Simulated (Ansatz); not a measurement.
# CH₃FZn: small, medium and large basis sets

The task here is to estimate one member of a computed series from the others.

The runs use Ansatz 0.2.0, Gaussian basis; one geometry, several basis sets.

Plan: PBE0-D4/def2-SVP; ωB97M-V/def2-SVP; PBE0-D4/def2-QZVPP; ωB97M-V/def2-QZVPP; the functionals' def2-TZVPP values are taken from earlier runs.

**The geometry**

The geometry comes from an earlier relaxation with PBE0-D4 in a triple-zeta def2 set; it is a stationary point.

SMILES `F[CH2][ZnH]`, 6 atoms, charge 0, spin multiplicity 1.

Atoms are counted from 1 here; the program's logs count them from 0.

Bond lengths: F1–C2 1.403 Å, C2–Zn3 1.972 Å, C2–H4 1.095 Å, C2–H5 1.095 Å, Zn3–H6 1.541 Å. Angles: F1–C2–Zn3 109.1°, F1–C2–H4 107.4°, F1–C2–H5 107.4°, Zn3–C2–H4 112.8°, Zn3–C2–H5 112.8°, H4–C2–H5 107.1°, C2–Zn3–H6 179.0°.

The first run:

Input file in.yaml:

```yaml
crystal:
  periodic: [false, false, false]
  atoms:
    - {symbol: F, position_ang: [-0.315857, -0.218018, -1.676924]}
    - {symbol: C, position_ang: [0.027797, -0.605981, -0.373137]}
    - {symbol: Zn, position_ang: [0.014312, 0.981310, 0.796996]}
    - {symbol: H, position_ang: [1.009928, -1.087847, -0.423927]}
    - {symbol: H, position_ang: [-0.690796, -1.370710, -0.059818]}
    - {symbol: H, position_ang: [-0.003286, 2.237246, 1.690510]}
basis:
  gaussian: {orbitals: def2-SVP}
hamiltonian: {xc: pbe0, dispersion: d4}
output: {orbitals: {seedname: orbitals}}
```

Command:

```bash
> ansatz run in.yaml --threads 2 --pin off --events-out ev --progress --plain --max-ram 4352MiB
```

Among the steps run: PBE0-D4 in def2-SVP; ωB97M-V in def2-SVP; PBE0-D4 in def2-QZVPP; ωB97M-V in def2-QZVPP.

One of the session's tables, all rows but one given; the rest of the session is left out.

It belongs to the step «Density functionals: the series». 

```
functional       basis  HOMO (eV)
   PBE0-D4    def2-SVP      -7.15
   PBE0-D4  def2-TZVPP      -7.39
   PBE0-D4  def2-QZVPP      -7.42
   ωB97M-V    def2-SVP      -9.36
   ωB97M-V  def2-TZVPP          ?
   ωB97M-V  def2-QZVPP      -9.66
```

Q: Estimate the row for ωB97M-V, def2-TZVPP from the others.

The run gave: HOMO (eV): -9.63. In the column «HOMO (eV)» it lies between ωB97M-V, def2-QZVPP (-9.66) and ωB97M-V, def2-SVP (-9.36).
